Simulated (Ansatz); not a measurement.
**Alloy of Si and C (4 of 16 Si sites exchanged), 16 atoms with displaced atoms**

Aim: a base single point, then the same cell under other settings, to see what each one moves.

Method: density functional theory in Ansatz 0.2.0, PAW datasets, plane waves.

### 1 Starting point

16 atoms (4 C, 12 Si); a = 9.926 Å, b = 4.963 Å, c = 4.963 Å, α = 90.00°, β = 90.00°, γ = 90.00°. All atoms were shaken off their sites by about 0.02 Å along each axis.

Coordinates:

```xyz
16
Lattice="9.9261 0.0000 0.0000 0.0000 4.9630 0.0000 0.0000 0.0000 4.9630" Properties=species:S:1:pos:R:3 pbc="T T T"
C     0.0080    4.9531    0.0313
C     1.2577    1.2368    1.2087
C     2.4958    2.4454    4.9559
C     3.7381    3.7068    1.2299
Si    4.9815    0.0092    4.9611
Si    6.2056    1.2502    1.2608
Si    7.4789    2.4362    4.9400
Si    8.6822    3.7386    1.2170
Si    2.4534    4.9569    2.4621
Si    7.4422    0.0330    2.4832
Si    3.6981    1.2945    3.7194
Si    8.7010    1.2524    3.7240
Si    9.9204    2.4394    2.4884
Si    4.9689    2.4530    2.4751
Si    1.2283    3.7096    3.7175
Si    6.2147    3.7409    3.7490
```

### 2 PBEsol on the given atoms

The input, in.yaml:

```yaml
crystal:
  lattice:
    - [9.926086, 0.000000, 0.000000]
    - [0.000000, 4.963043, 0.000000]
    - [0.000000, 0.000000, 4.963043]
  atoms:
    - { symbol: C, position: [0.000806, 0.997992, 0.006297] }
    - { symbol: C, position: [0.126703, 0.249207, 0.243548] }
    - { symbol: C, position: [0.251441, 0.492723, 0.998552] }
    - { symbol: C, position: [0.376596, 0.746886, 0.247815] }
    - { symbol: Si, position: [0.501864, 0.001855, 0.999603] }
    - { symbol: Si, position: [0.625185, 0.251911, 0.254045] }
    - { symbol: Si, position: [0.753463, 0.490868, 0.995362] }
    - { symbol: Si, position: [0.874688, 0.753294, 0.245216] }
    - { symbol: Si, position: [0.247168, 0.998765, 0.496095] }
    - { symbol: Si, position: [0.749766, 0.006642, 0.500331] }
    - { symbol: Si, position: [0.372562, 0.260830, 0.749414] }
    - { symbol: Si, position: [0.876577, 0.252349, 0.750342] }
    - { symbol: Si, position: [0.999430, 0.491520, 0.501378] }
    - { symbol: Si, position: [0.500591, 0.494245, 0.498714] }
    - { symbol: Si, position: [0.123742, 0.747438, 0.749033] }
    - { symbol: Si, position: [0.626100, 0.753749, 0.755377] }
kpoints:
  mp_grid: { grid: [2, 2, 2], shift: [0.5, 0.5, 0.5] }
hamiltonian:
  xc: pbesol
scf:
  occupations: { method: fermi_dirac, width: 0.01 }
output:
  forces: true
  eigenvalues: true
  stress: true
  populations: true
```

Started as:

```
$ ansatz run in.yaml --threads 7 --pin off --max-ram 13300MiB --runs-dir r --events-out ev --progress --plain
```

### 3 Changed settings: charge changed by -2, dispersion D4

in.yaml: that of step 2 with these lines changed.

```diff
@@ -26,4 +26,7 @@
   xc: pbesol
+  dispersion: d4
+total_charge: -2
 scf:
   occupations: { method: fermi_dirac, width: 0.01 }
+  max_iter: 60
 output:
@@ -32,2 +35 @@
   stress: true
-  populations: true
```

### 4 Variant: charge changed by -2

in.yaml: that of step 3 with these lines changed.

```diff
@@ -26,3 +26,2 @@
   xc: pbesol
-  dispersion: d4
 total_charge: -2
@@ -30,3 +29,3 @@
   occupations: { method: fermi_dirac, width: 0.01 }
-  max_iter: 60
+  max_iter: 70
 output:
```

### 5 Changed settings: charge changed by 1, mixing beta 0.4

in.yaml: that of step 4 with these lines changed.

```diff
@@ -26,6 +26,7 @@
   xc: pbesol
-total_charge: -2
+total_charge: 1
 scf:
   occupations: { method: fermi_dirac, width: 0.01 }
-  max_iter: 70
+  max_iter: 100
+  mixing: { beta: 0.4 }
 output:
```

### 6 Changed settings: xc grid 3

in.yaml: that of step 5 with these lines changed.

```diff
@@ -24,9 +24,8 @@
   mp_grid: { grid: [2, 2, 2], shift: [0.5, 0.5, 0.5] }
+basis: { xc_grid: 3 }
 hamiltonian:
   xc: pbesol
-total_charge: 1
 scf:
   occupations: { method: fermi_dirac, width: 0.01 }
-  max_iter: 100
-  mixing: { beta: 0.4 }
+  max_iter: 90
 output:
```

**Question.** What will these runs give? Wanted: for each run, settings; status; energy from base; forces from base.

As calculated:

| settings | status | cycles | time | energy from base (meV/atom) | forces from base (eV/Å rms) | filled to empty level on the mesh (eV) |
| --- | --- | --- | --- | --- | --- | --- |
| base | converged | 6 | 1 s (7 CPU threads) | 0 | 0 | 0.98 |
| charge changed by -2, dispersion D4 | converged | 9 | 1.2 s (7 CPU threads) | - | 0.275 | - |
| charge changed by -2 | converged | 9 | 1.2 s (7 CPU threads) | - | 0.261 | - |
| charge changed by 1, mixing beta 0.4 | converged | 9 | 1 s (7 CPU threads) | - | 0.122 | - |
| xc grid 3 | converged | 7 | 1 s (7 CPU threads) | 0.0 | 0.000 | 0.98 |

**Reading.** Among these variants the forces move most with charge changed by -2, dispersion D4 (0.275 eV/Å rms) and least with xc grid 3 (0.000). The base mesh is coarse for so small a cell, so pressure, spacing and their changes aren't converged values of the solid.
